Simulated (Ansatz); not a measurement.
# GeH₂O (triplet): from Hartree-Fock to the top rungs, cc-pVDZ

One table from this session's results is given with a row withheld; the runs are named, their logs left out.

Method: cc-pVDZ, core rule «outside noble gas», up to 15 orbitals frozen; program: Ansatz 0.2.0, Gaussian basis.

Plan: UHF; CCSD(T) on ROHF; CCSD(T) on UHF; BCCD(T) on ROHF; CISD; CCSDT(Q) on ROHF; CCSDT(Q) on UHF; CASSCF and MRCISD+Q, 12 electrons in 10 orbitals; CASSCF and NEVPT2, 12 electrons in 10 orbitals.

7 further runs of the same task are left out: 3 for a known fault of the program, 4 set aside as unsound or not needed.

## What is computed

The geometry is a PBE0/def2-TZVP stationary point (not a proven minimum) of the parent state, kept for this charge and spin. No spin-orbit coupling is included. The filled d shell of Ge may be among the frozen orbitals whatever the setting's name suggests; the logs give the count.

4 atoms, charge 0, spin multiplicity 3.

Atoms are counted from 1 here; the program's logs count them from 0.

Bond lengths: Ge1–O2 1.632 Å, Ge1–H3 1.542 Å, Ge1–H4 1.542 Å. Angles: O2–Ge1–H3 123.4°, O2–Ge1–H4 123.4°, H3–Ge1–H4 113.2°.

Coordinates:

```
atom   x (Å)    y (Å)    z (Å)
 Ge1  0.0000   0.0000   0.2692
  O2  0.0000   0.0000  -1.3631
  H3  0.0000   1.2866   1.1183
  H4  0.0000  -1.2866   1.1183
```

The first run:

in.yaml

```yaml
crystal:
  periodic: [false, false, false]
  atoms:
    - {symbol: Ge, position_ang: [0.000000, 0.000000, 0.269193]}
    - {symbol: O, position_ang: [0.000000, 0.000000, -1.363087]}
    - {symbol: H, position_ang: [0.000000, 1.286605, 1.118308]}
    - {symbol: H, position_ang: [0.000000, -1.286605, 1.118308]}
basis:
  gaussian: {orbitals: cc-pVDZ}
magnetization: {spin_polarized: true, initial_magnetization: 2}
hamiltonian: {xc: hf}
output: {orbitals: {seedname: orbitals}}
```

Launch:

```sh
$ ansatz run in.yaml --threads 1 --pin off --events-out ev --progress --plain --max-ram 4096MiB --backend cpu
```

Among the steps run: UHF; CCSD(T) on ROHF; CCSD(T) on UHF; BCCD(T) on ROHF; CISD; CCSDT(Q) on ROHF; CCSDT(Q) on UHF; CASSCF and MRCISD+Q, 12 electrons in 10 orbitals; CASSCF and NEVPT2, 12 electrons in 10 orbitals.

One table of the session follows, with a row left open; its other results are not shown here.

```
          method  from UCCSDT(Q) (kJ/mol)
            ROHF                   +708.1
             UHF                   +688.9
            RMP2                   +102.7
            UMP2                   +104.3
           RCCSD                    +19.7
           UCCSD                    +19.2
        RCCSD(T)                     +4.6
        UCCSD(T)                     +4.4
         BCCD(T)                     +4.4
          RCCSDT                     +1.8
          UCCSDT                     +1.4
       RCCSDT(Q)                     +0.5
       UCCSDT(Q)                        0
  CASSCF valence                        ?
  NEVPT2 valence                   +102.6
  MRCISD valence                    +36.6
MRCISD+Q valence                     +4.4
```

Estimate the missing values for CASSCF valence.

As computed: from UCCSDT(Q) (kJ/mol): +540.8. In the column «from UCCSDT(Q) (kJ/mol)» it lies between UMP2 (+104.3) and UHF (+688.9).

Caveats from the session: Restricted and unrestricted rows rest on different reference determinants; where their highest levels disagree by more than a few hundredths of an eV, they describe different states and don't form one ladder.
